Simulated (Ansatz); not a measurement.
**C3H4OSi: geometry optimisation**

What geometry does C3H4OSi take? The task is a geometry optimisation, for C3H4OSi.

All numbers are computed with Ansatz 0.2.0 through its Python package. Level of theory: B3LYP/def2-SVP.

**1. The system**

Bond lengths: C1–C2 1.242 Å, C2–Si3 1.914 Å, Si3–C4 1.801 Å, C4–O5 1.293 Å, C1–H6 1.035 Å, Si3–H7 1.495 Å, Si3–H8 1.458 Å, C4–H9 1.134 Å. Angles: C1–C2–Si3 177.7°, C2–C1–H6 173.8°, C2–Si3–C4 110.1°, C2–Si3–H7 105.2°, C2–Si3–H8 105.4°, C4–Si3–H7 112.7°, C4–Si3–H8 115.7°, H7–Si3–H8 106.8°, Si3–C4–O5 118.0°, Si3–C4–H9 121.6°, O5–C4–H9 120.1°.

No structure file is read: the coordinates are typed or built in the script.

**2. Script**

run_opt.py reads:

```python
# -*- coding: utf-8 -*-
"""Minimum-energy structure of C3H4OSi."""

from dataclasses import dataclass

import ansatz as az
import numpy as np
import pandas as pd


@dataclass(frozen=True)
class Settings:
    basis: str = "def2-SVP"
    functional: str = "B3LYP"


opts = Settings()

GEOMETRY = """
C     2.17040    0.01610    1.34230
C     1.21220   -0.16010    0.57190
Si   -0.23630   -0.50150   -0.63220
C    -1.57920    0.65920   -0.32900
O    -2.65330    0.54220   -1.03850
H     2.92950    0.26620    1.99950
H     0.34950   -0.36320   -2.00080
H    -0.56480   -1.91040   -0.45430
H    -1.53940    1.40520    0.52410
"""


def main():
    molecule = az.Crystal.molecule()
    for line in GEOMETRY.strip().splitlines():
        symbol, *xyz = line.split()
        molecule = molecule.atom(symbol, [float(v) for v in xyz])

    base = molecule.calculation()
    base = base.basis(gaussian=opts.basis).functional(opts.functional)
    symbols = [site.symbol for site in molecule.cartesian_sites]
    start = np.array([site.position_ang for site in molecule.cartesian_sites], dtype=float)
    def progress(event):
        if event["event"] == "relax_step":
            row = event["data"]
            print(f"step {row['step']:3d}  E = {row['lagrangian_ev']:.6f} eV  max force {row['allowed_force_max_ev_ang']:.4f} eV/A")


    report = base.relax(force_tolerance=0.005).session().plan().execute(on_event=progress).report
    end = np.array(report["positions_ang"])

    print("reference energy %16.6f eV" % report["reference_energy_ev"])
    print("total energy     %16.6f eV" % report["free_energy_ev"])
    print("occupied (up, down):", report["n_occupied"], " virtual:", report["n_virtual"], " frozen:", report["n_frozen"])

    print("bond        before    after (A)")
    for i, j in [(0, 1), (0, 5), (1, 2), (2, 3), (2, 6), (2, 7), (3, 4), (3, 8)]:
        d0, d1 = (np.linalg.norm(xyz[i] - xyz[j]) for xyz in (start, end))
        print(f"{symbols[i]}{i}-{symbols[j]}{j}".ljust(10), f"{d0:8.4f} {d1:8.4f}")
    for i, j, k in [(1, 0, 5), (0, 1, 2), (1, 2, 3), (1, 2, 6), (1, 2, 7), (3, 2, 6), (3, 2, 7), (6, 2, 7)]:
        u, v = end[i] - end[j], end[k] - end[j]
        print(f"angle {symbols[i]}{i}-{symbols[j]}{j}-{symbols[k]}{k}: {np.degrees(np.arccos(np.clip(u @ v / np.linalg.norm(u) / np.linalg.norm(v), -1, 1))):.2f} deg")

    charges = report["charge_distribution"]
    table = pd.DataFrame({"atom": symbols, "mulliken": charges["mulliken_charges_e"], "lowdin": charges["lowdin_charges_e"]})
    print(table.round(3).to_string())
    print("dipole (e A):", np.round(charges["dipole_moment_e_ang"], 4) + 0.0)
    with open("c3h4osi_opt.xyz", "w") as handle:
        handle.write(f"{len(symbols)}\nrelaxed C3H4OSi\n")
        handle.writelines(f"{s:2s} {x:11.6f} {y:11.6f} {z:11.6f}\n" for s, (x, y, z) in zip(symbols, end))


if __name__ == "__main__":
    main()
```

**3. Launch**

Command:

```console
python run_opt.py
```

Q: Predict the main results. Wanted: total energy; dipole moment; moves of the relaxation; energy gained; last largest force component.

The runs gave:

| quantity | value |
| --- | --- |
| total energy | -13092.3221 eV |
| dipole moment | 2.51 D |
| moves of the relaxation | 8 |
| energy gained | 0.577 eV |
| last largest force component | 0.0010 eV/Å |

What this shows: The relaxation took 8 moves; the largest shift is 0.121 Å, of atom 3 (Si). What to keep in mind:
- The end point is the stationary point reached from this start; no frequency run checks that it is a minimum, and the basis set is modest.
- The Löwdin charges here are taken after orthogonalising the functions within each atom; they differ from plain Löwdin charges, and their signs can be unphysical.
- b3lyp holds the VWN-RPA fit, as in Gaussian; the form of ORCA and Turbomole is b3lyp5.
